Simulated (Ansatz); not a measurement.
# SrAsPt: the cost of one run

Computed with Ansatz 0.2.0 (DFT PBEsol, scalar-relativistic, plane waves, PAW).

## Step 1: The structure to begin with

The structure is hexagonal, space group P6_3/mmc (No. 194). The conventional cell has a = 4.298 Å, b = 4.298 Å, c = 9.072 Å, α = 90.00°, β = 90.00°, γ = 120.00°. Sr (site symmetry -3m) is surrounded by 6 As at 3.36 Å and 6 Pt at 3.36 Å. As (site symmetry -6m2) is surrounded by 3 Pt at 2.48 Å and 6 Sr at 3.36 Å. Pt (site symmetry -6m2) has 3 As at 2.48 Å as nearest neighbours.

Structure file:

```xyz
6
Lattice="4.2980 0.0000 0.0000 -2.1490 3.7222 0.0000 0.0000 0.0000 9.0715" Properties=species:S:1:pos:R:3 pbc="T T T"
Sr    0.0000    0.0000    4.5358
Sr    0.0000    0.0000    0.0000
As    0.0000    2.4815    6.8037
As    2.1490    1.2407    2.2679
Pt    0.0000    2.4815    2.2679
Pt    2.1490    1.2407    6.8037
```

It goes back to an entry of the Materials Project, which need not be the stable form.

It is the result of an earlier relaxation at this level (volume 24.19 Å³/atom; gap on the mesh: none (metal)).

## Step 2: The cell under PBEsol

Contents of input.yaml:

```yaml
crystal:
  lattice:
    - [4.2980018619, 0.0, 0.0]
    - [-2.1490009309, 3.7221787979, 0.0]
    - [0.0, 0.0, 9.0715428333]
  atoms:
    - { symbol: Sr, position: [0.0, 0.0, 0.5] }
    - { symbol: Sr, position: [0.0, 0.0, 0.0] }
    - { symbol: As, position: [0.3333333333, 0.6666666667, 0.75] }
    - { symbol: As, position: [0.6666666667, 0.3333333333, 0.25] }
    - { symbol: Pt, position: [0.3333333333, 0.6666666667, 0.25] }
    - { symbol: Pt, position: [0.6666666667, 0.3333333333, 0.75] }
basis:
  ecutwfc: 420
kpoints:
  mp_grid: { grid: [9, 9, 4] }
hamiltonian:
  xc: pbesol
scf:
  occupations: { method: gaussian, width: 0.1 }
output:
  forces: true
  stress: true
  eigenvalues: true
relax:
  adjacent_minimum: "off"
  f_tol: 0.005
  max_steps: 50
  cell: { stress_tol: 0.05 }
```

Run with:

```sh
$ ansatz run input.yaml --threads 2 --pin off --max-ram 5120MiB --backend cpu --events-out ev --progress --plain --runs-dir out
```

Q: Estimate wall time and peak memory on 2 threads of Arm Neoverse V2, shared host.

About 35 s, with a peak of 0.56 GiB.
